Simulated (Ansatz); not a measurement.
**BeGaH₃ (triplet): the correlation ladder, cc-pVDZ**

The task here is to estimate one member of a computed series from the others.

Program: Ansatz 0.2.0, Gaussian basis. Level of theory: cc-pVDZ, core rule «outside noble gas», up to 15 orbitals frozen. These are calculated values, not measurements.

The runs, in order: UHF; CCSD(T) on ROHF; CCSD(T) on UHF; BCCD(T) on ROHF; CISD; CCSDT(Q) on ROHF; CCSDT(Q) on UHF.

28 further runs of the same task are left out: 8 for a known fault of the program, 13 that didn't finish, 7 set aside as unsound or not needed.

## What is computed

The geometry is a PBE0/def2-TZVP stationary point (not a proven minimum) of the parent state, kept for this charge and spin. No spin-orbit coupling is included. The filled d shell of Ga may be among the frozen orbitals whatever the setting's name suggests; the logs give the count.

5 atoms, charge 0, spin multiplicity 3.

Atoms are counted from 1 here; the program's logs count them from 0.

Bond lengths: Ga1–H3 1.583 Å, Ga1–H4 1.583 Å, Be2–H5 1.343 Å. Angles: H3–Ga1–H4 112.9°.

Geometry (Å):

```xyz
5
charge 0, multiplicity 3
Ga    0.0000    0.0000    0.2735
Be    0.0000    0.0000   -1.9989
H     0.0000    1.3194    1.1482
H     0.0000   -1.3194    1.1482
H     0.0000    0.0000   -3.3424
```

Set-up of the first run:

File in.yaml:

```yaml
crystal:
  periodic: [false, false, false]
  atoms:
    - {symbol: Ga, position_ang: [0.000000, 0.000000, 0.273494]}
    - {symbol: Be, position_ang: [0.000000, 0.000000, -1.998913]}
    - {symbol: H, position_ang: [0.000000, 1.319353, 1.148196]}
    - {symbol: H, position_ang: [0.000000, -1.319353, 1.148196]}
    - {symbol: H, position_ang: [0.000000, 0.000000, -3.342377]}
basis:
  gaussian: {orbitals: cc-pVDZ}
magnetization: {spin_polarized: true, initial_magnetization: 2}
hamiltonian: {xc: hf}
output: {orbitals: {seedname: orbitals}}
```

On the command line:

```bash
$ ansatz run in.yaml --threads 1 --pin off --events-out ev --progress --plain --max-ram 2393MiB
```

Steps of the session up to this table: UHF; CCSD(T) on ROHF; CCSD(T) on UHF; BCCD(T) on ROHF; CISD; CCSDT(Q) on ROHF; CCSDT(Q) on UHF.

One table of the session follows, with a row left open; its other results are not shown here.

| method | from UCCSDT(Q) (meV) |
| --- | --- |
| ROHF | ? |
| UHF | +3528.8 |
| RMP2 | +984.5 |
| UMP2 | +972.6 |
| CISD | +288.8 |
| RCCSD | +111.1 |
| UCCSD | +104.6 |
| RCCSD(T) | +37.6 |
| UCCSD(T) | +31.4 |
| BCCD(T) | +37.3 |
| RCCSDT | +8.3 |
| UCCSDT | +2.2 |
| RCCSDT(Q) | +6.4 |
| UCCSDT(Q) | 0 |

Q: Estimate the row for ROHF from the others.

The run gave: from UCCSDT(Q) (meV): +3558.0. In the column «from UCCSDT(Q) (meV)» it is the highest.

Caveats from the session: Restricted and unrestricted rows rest on different reference determinants; where their highest levels disagree by more than a few hundredths of an eV, they describe different states and don't form one ladder.
